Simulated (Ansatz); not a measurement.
# AlBrCl radical (SMILES [Cl][Al][Br]): a rigid scan of the bond length Al2–Br3

Aim: the energy along the bond length Al2–Br3, from CCSD(T) and from cheaper methods, relative to the minimum. No other atom is relaxed.

Computed with Ansatz 0.2.0, Gaussian basis. Level: single points in def2-TZVPP.

Levels: PBE-D4, r2SCAN-D4, PBE0-D4, B3LYP-D4, wB97M-V, Hartree-Fock, MP2, CCSD, CCSD(T). The scan takes 2.039, 2.085, 2.151, 2.229, 2.315, 2.408, 2.507, 2.610, 2.719 Å.

Cores are frozen in the correlated methods. Filled d shells of the heavier atoms are correlated. Orbitals are unrestricted. B3LYP uses VWN-RPA correlation.

27 further runs of the same task are left out: 27 set aside as unsound or not needed.

### Step 1. Starting geometry

SMILES `[Cl][Al][Br]`, 3 atoms, charge 0, spin multiplicity 2.

Atoms are counted from 1 here; the program's logs count them from 0.

Bond lengths: Cl1–Al2 2.209 Å, Al2–Br3 2.357 Å. Angles: Cl1–Al2–Br3 118.9°.

Geometry (Å):

```xyz
3
charge 0, multiplicity 2
Cl    0.4623    1.8453    0.4449
Al   -0.6779    0.1307   -0.3539
Br    0.2046   -2.0408   -0.1042
```

### Step 2. A first relaxation in a small basis

pre/in.yaml

```yaml
crystal:
  periodic: [false, false, false]
  atoms:
    - {symbol: Cl, position_ang: [0.462300, 1.845300, 0.444900]}
    - {symbol: Al, position_ang: [-0.677900, 0.130700, -0.353900]}
    - {symbol: Br, position_ang: [0.204600, -2.040800, -0.104200]}
basis:
  gaussian: {orbitals: def2-SVP}
magnetization: {spin_polarized: true, initial_magnetization: 1}
hamiltonian: {xc: pbe, dispersion: d4}
relax: {f_tol: 0.03, max_steps: 250}
```

No record of the launch command was kept for these runs.

Further steps of the session: Relaxation at PBE0-D4; The minimum at every level; Al2–Br3 = 2.039 Å; Al2–Br3 = 2.085 Å; Al2–Br3 = 2.151 Å; Al2–Br3 = 2.229 Å; Al2–Br3 = 2.315 Å; Al2–Br3 = 2.408 Å; Al2–Br3 = 2.507 Å; Al2–Br3 = 2.610 Å; Al2–Br3 = 2.719 Å.

Q: Predict the outcome of this session. Wanted: highest point, CCSD(T); lowest point, CCSD(T); minimum along the scan, CCSD(T); RMS deviation from CCSD(T); largest T1 diagnostic.

The runs gave:

| quantity | value |
| --- | --- |
| highest point, CCSD(T) | 0.727 eV at 2.719 Å |
| lowest point, CCSD(T) | 0.000 eV at 2.266 Å |
| minimum along the scan, CCSD(T) | 2.267 Å |
| curvature there | 12.8 eV/Å² |
| RMS deviation from CCSD(T) | PBE-D4 0.065, r2SCAN-D4 0.016, PBE0-D4 0.016, B3LYP-D4 0.057, wB97M-V 0.021, Hartree-Fock 0.009, MP2 0.029, CCSD 0.009 eV |
| largest T1 diagnostic | 0.013 |

What this shows: A polynomial through the near points puts the CCSD(T) minimum 0.001 Å above the PBE0-D4 value. It is steeper on the short side than on the long one. Curvature against CCSD(T): PBE-D4 -13 %, Hartree-Fock +2 %. Hartree-Fock follows the CCSD(T) curve best and PBE-D4 worst.
